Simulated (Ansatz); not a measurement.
# In3Sb2: a trial structure relaxed

Aim: relax In3Sb2 from this start, anti-A-type sesquioxide type (P-3m1, No. 164), and see where it ends.

Computed with Ansatz 0.2.0 (DFT PBE, scalar-relativistic, plane waves, PAW, unless a step's input says otherwise).

### 1 The structure to begin with

It takes space group P-3m1 (No. 164, trigonal). The conventional cell has a = 4.533 Å, b = 4.533 Å, c = 7.053 Å, α = 90.00°, β = 90.00°, γ = 120.00°. Around In (site symmetry -3m) lie 6 Sb at 3.14 Å. In (site symmetry 3m) has 4 Sb at 2.73 to 2.82 Å as nearest neighbours. Sb (site symmetry 3m) has 7 In at 2.73 to 3.14 Å as nearest neighbours.

Coordinates:

```cif
data_structure
_symmetry_space_group_name_H-M 'P-3m1'
_symmetry_Int_Tables_number 164
_cell_length_a 4.5335
_cell_length_b 4.5335
_cell_length_c 7.0533
_cell_angle_alpha 90.000
_cell_angle_beta 90.000
_cell_angle_gamma 120.000
_cell_volume 125.54
loop_
_atom_site_label
_atom_site_type_symbol
_atom_site_symmetry_multiplicity
_atom_site_Wyckoff_symbol
_atom_site_fract_x
_atom_site_fract_y
_atom_site_fract_z
_atom_site_occupancy
In1 In 1 a 0.00000 0.00000 0.00000 1
In2 In 2 d 0.33333 0.66667 0.64500 1
Sb1 Sb 2 d 0.33333 0.66667 0.24500 1
```

(A quick probe on a coarse mesh, which set the mesh and smearing, is not shown.)

### 3 Coarse relaxation

The input, input.yaml:

```yaml
crystal:
  lattice:
    - [4.5334686413, 0.0, 0.0]
    - [-2.2667343206, 3.9260990106, 0.0]
    - [0.0, 0.0, 7.0533408048]
  atoms:
    - { symbol: In, position: [0.0, 0.0, 0.0] }
    - { symbol: In, position: [0.3333333333, 0.6666666667, 0.645] }
    - { symbol: In, position: [0.6666666667, 0.3333333333, 0.355] }
    - { symbol: Sb, position: [0.3333333333, 0.6666666667, 0.245] }
    - { symbol: Sb, position: [0.6666666667, 0.3333333333, 0.755] }
basis:
  ecutwfc: 420
kpoints:
  mp_grid: { grid: [6, 6, 4] }
hamiltonian:
  xc: pbe
scf:
  occupations: { method: gaussian, width: 0.1 }
  lower_state_search: "off"
output:
  forces: true
  stress: true
  eigenvalues: true
relax:
  adjacent_minimum: "off"
  f_tol: 0.04
  max_steps: 70
  cell: { stress_tol: 0.4 }
```

Started as:

```console
$ ansatz run input.yaml --threads 1 --pin off --max-ram 2560MiB --backend cpu --events-out ev --progress --plain --runs-dir out
```

The session goes on with these runs: the relaxation.

What does the calculation give?

The runs gave:

Formation energies count from the elements, computed with the same settings in runs not shown here.

```
                          quantity                                                                       value
                              cell  a = 4.976 Å, b = 4.976 Å, c = 7.401 Å, α = 90.00°, β = 90.00°, γ = 120.00°
                       space group                                                             P-3m1 (No. 164)
                            volume                                                               31.74 Å³/atom
                   gap on the mesh                                                                none (metal)
formation energy from the elements                                                              -0.011 eV/atom
```

In words: The space group stayed P-3m1, and from the first guess the volume went from 25.11 to 31.74 Å³/atom. With -0.01 eV/atom it lies under the elements, which doesn't yet make it stable against other compounds of them. The runs treat Sb without spin-orbit coupling.
